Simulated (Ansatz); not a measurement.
**Sc3Al: a tetragonal deformation path**

An exercise on one series of results from a longer session: the logs are not shown, and one member is left open.

Method: DFT r2SCAN, scalar-relativistic, plane waves, PAW, in Ansatz 0.2.0.

1 further run of the same task is left out (set aside as unsound or not needed). Runs told in other sessions of the task aren't counted.

## The system as given

It takes space group Pm-3m (No. 221, cubic). The conventional cell has a = 4.427 Å, b = 4.427 Å, c = 4.427 Å, α = 90.00°, β = 90.00°, γ = 90.00°. Sc (site symmetry 4/mmm) has 8 Sc at 3.13 Å and 4 Al at 3.13 Å in its first shell of neighbours. Al (site symmetry m-3m) is surrounded by 12 Sc at 3.13 Å.

Structure file:

```cif
data_structure
_symmetry_space_group_name_H-M 'Pm-3m'
_symmetry_Int_Tables_number 221
_cell_length_a 4.4269
_cell_length_b 4.4269
_cell_length_c 4.4269
_cell_angle_alpha 90.000
_cell_angle_beta 90.000
_cell_angle_gamma 90.000
_cell_volume 86.76
loop_
_atom_site_label
_atom_site_type_symbol
_atom_site_symmetry_multiplicity
_atom_site_Wyckoff_symbol
_atom_site_fract_x
_atom_site_fract_y
_atom_site_fract_z
_atom_site_occupancy
Sc1 Sc 3 c 0.50000 0.00000 0.50000 1
Al1 Al 1 a 0.00000 0.00000 0.00000 1
```

It goes back to an entry of the Materials Project, which need not be the stable form.

It is the result of an earlier relaxation at this level (volume 21.69 Å³/atom; gap on the mesh: none (metal)).

The first run:

input.yaml

```yaml
crystal:
  lattice:
    - [4.4269043408, 0.0, 0.0]
    - [0.0, 4.4269043408, 0.0]
    - [0.0, 0.0, 4.4269043408]
  atoms:
    - { symbol: Sc, position: [0.5, 0.0, 0.5] }
    - { symbol: Sc, position: [0.0, 0.5, 0.5] }
    - { symbol: Sc, position: [0.5, 0.5, 0.0] }
    - { symbol: Al, position: [0.0, 0.0, 0.0] }
basis:
  ecutwfc: 500
kpoints:
  mp_grid: { grid: [12, 12, 12] }
hamiltonian:
  xc: r2scan
scf:
  occupations: { method: gaussian, width: 0.15 }
output:
  forces: true
  stress: true
  eigenvalues: true
```

On the command line:

```console
$ ansatz run input.yaml --threads 1 --pin off --max-ram 2560MiB --backend cpu --events-out ev --progress --plain --runs-dir out
```

Among the steps run: The reference: the undisturbed cell on the scan's mesh; Point ρ = 0.707; ρ = 1.414; ρ = 0.850; ρ = 1.200; Point ρ = 0.780.

One table of the session follows, with a row left open; its other results are not shown here.

Collected from the runs (energy zero: the undisturbed cell):

| ρ | ΔE (meV/atom) | pressure (GPa) |
| --- | --- | --- |
| 0.707 | 95.0 | 0.7 |
| 0.780 | ? | ? |
| 0.850 | 57.6 | 0.5 |
| 1.000 | 0.0 | 0.0 |
| 1.200 | 98.1 | 0.6 |
| 1.414 | 363.3 | 2.8 |

Q: Estimate the row for ρ = 0.780 from the others.

Worked estimate for «ΔE (meV/atom)». A straight line through the neighbours (0.707, 95.0) and (0.850, 57.6) gives 95.0 + (57.6 − 95.0) × (0.780 − 0.707) / (0.850 − 0.707) = 75.9; a parabola fitted to 3 rows on both sides gives 78.0.

As computed: ΔE (meV/atom): 79.8; pressure (GPa): 0.7. In «ΔE (meV/atom)» the line misses by -3.9 and the parabola by -1.8.
